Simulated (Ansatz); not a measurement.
# LuSb, space group Fm-3m: a check of PAW against all-electron LAPW

With Ansatz 0.2.0 through its Python package.

Interactive session:
```pycon
>>> import ansatz as az
>>> import numpy as np
>>> import pandas as pd
>>> SETTINGS = {
...     'functional': 'PBEsol',
...     'filling': 'fermi_dirac',
...     'sigma': 0.1,
...     'k_density': 4.5,
... }
>>> def count_gap(report):
...     # lowest empty less highest filled band, counting bands; zero where they overlap
...     return max(report.get('gap_by_band_count_ev') or 0.0, 0.0)
...
>>> lusb = (
...     az.Lattice.of((0.0, 3.039331, 3.039331), (3.039331, 0.0, 3.039331), (3.039331, 3.039331, 0.0))
...     .atom('Lu', (0.0, 0.0, 0.0))
...     .atom('Sb', (0.5, 0.5, 0.5))
... )
>>> [site.symbol for site in lusb.resolved().sites]
['Lu', 'Sb']
>>> calc = (
...     lusb.calculation()
...     .functional(SETTINGS['functional'])
...     .occupations(SETTINGS['filling'], width=SETTINGS['sigma'])
...     .kpoints(density=SETTINGS['k_density'])
...     .stress()
...     .forces()
...     .band_table()
... )
>>> variants = {
...     'PAW': calc.pseudopotentials('paw'),
...     'LAPW': calc.pseudopotentials('all_electron', lapw=True),
... }
>>> rows = []
>>> for label, variant in variants.items():
...     rep = variant.run(threads=1, backend='cpu').report
...     levels = np.array(rep['eigenvalues_ev'][0]) - rep['fermi_energy_ev']
...     print(label, 'levels at the first k-point near E_F:', np.round(levels[np.abs(levels) < 5], 3))
...     rows.append((label, rep['n_electrons'], np.trace(rep['stress_gpa']) / 3, count_gap(rep)))
...
DeckWarning: basis.ecutwfc = 420 eV, auto-derived from the records' recommended cutoffs: set by Lu (normal level)
PAW levels at the first k-point near E_F: [0.809 0.809 0.809 1.178 1.178 1.178 1.915]
LAPW levels at the first k-point near E_F: [0.808 0.808 0.808 1.179 1.179 1.179 1.916 1.916 3.504]
>>> print(pd.DataFrame(rows, columns=['treatment', 'electrons in bands', 'P GPa', 'gap by band count eV']).round(4).to_string(index=False))
treatment  electrons in bands   P GPa  gap by band count eV
      PAW                40.0 -2.5707                   0.0
     LAPW                64.0 -2.5538                   0.0
```

PAW gives -2.571 GPa and LAPW -2.554 GPa, 0.017 GPa apart. They took 2.5 and 14.9 s of processor time.

Caveats:
- The computed bands are complete only to about 1.9 eV above the Fermi level.
- A gap by band count of zero or less means overlapping bands, a metal.
- The structure comes from a database of computed cells and needn't be a stable or known phase.
- Levels are Kohn-Sham eigenvalues on this mesh, without spin-orbit coupling.
- Warnings are shown shortened and without file and line.
- Pressure is positive in compression; the treatments may keep other shells as core, so totals and counts of electrons can differ.
- Finished in 19 s on 1 thread of Intel(R) Xeon(R) Processor @ 2.30GHz, on a shared host, peak memory 0.73 GiB.
